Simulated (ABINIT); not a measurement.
Runs of ABINIT 10.8.3 (patched build) on Sn3Se. Symmetry: Pm-3m, No. 221, cubic system. The conventional cell has a = 4.742 Å, b = 4.742 Å, c = 4.742 Å, α = 90.00°, β = 90.00°, γ = 90.00°. Around Sn (site symmetry 4/mmm) lie 8 Sn at 3.35 Å and 4 Se at 3.35 Å. Around Se (site symmetry m-3m) lie 12 Sn at 3.35 Å. The cell comes from a database or a generator and needn't be the stable form of this composition.

```csv
task,level,potentials or basis,k mesh,cutoff (eV),fine-grid cutoff,gap on the mesh (eV),pressure (GPa)
band structure,TB-mBJ,JTH PAW LDA v2.0,5 × 5 × 5,707,1306.15 eV,none,-
band structure,PBEsol,PseudoDojo NC SR PBEsol v0.4.1 standard,6 × 6 × 6,1170,-,none,(a)
band structure,r2SCAN,JTH PAW PBE v2.0,6 × 6 × 6,707,1306.15 eV,none,-0.8
band structure,LDA,JTH PAW LDA v2.0,6 × 6 × 6,599,1197.3 eV,none,-3.9
```

Alike in all rows: no spin polarisation; cell as given; smearing fermi-dirac 0.05 eV.

**Question.** Estimate the missing entries.

**Answer.** (a) -2.6.

Caveats: spin-orbit coupling is left out, which moves the levels of the heavy elements; the PAW data sets were made with another functional, which shifts forces and pressure a little (some runs); the constant c of TB-mBJ comes from the pseudo density here, which moves gaps by up to 0.3 eV between sets of potentials (some runs).

A k mesh can miss the band edges, and the runs leave out spin-orbit coupling on Se, Sn.

A gap of «none» marks a metal or a gap under the smearing width.

The runs don't all hold the same shells in valence.
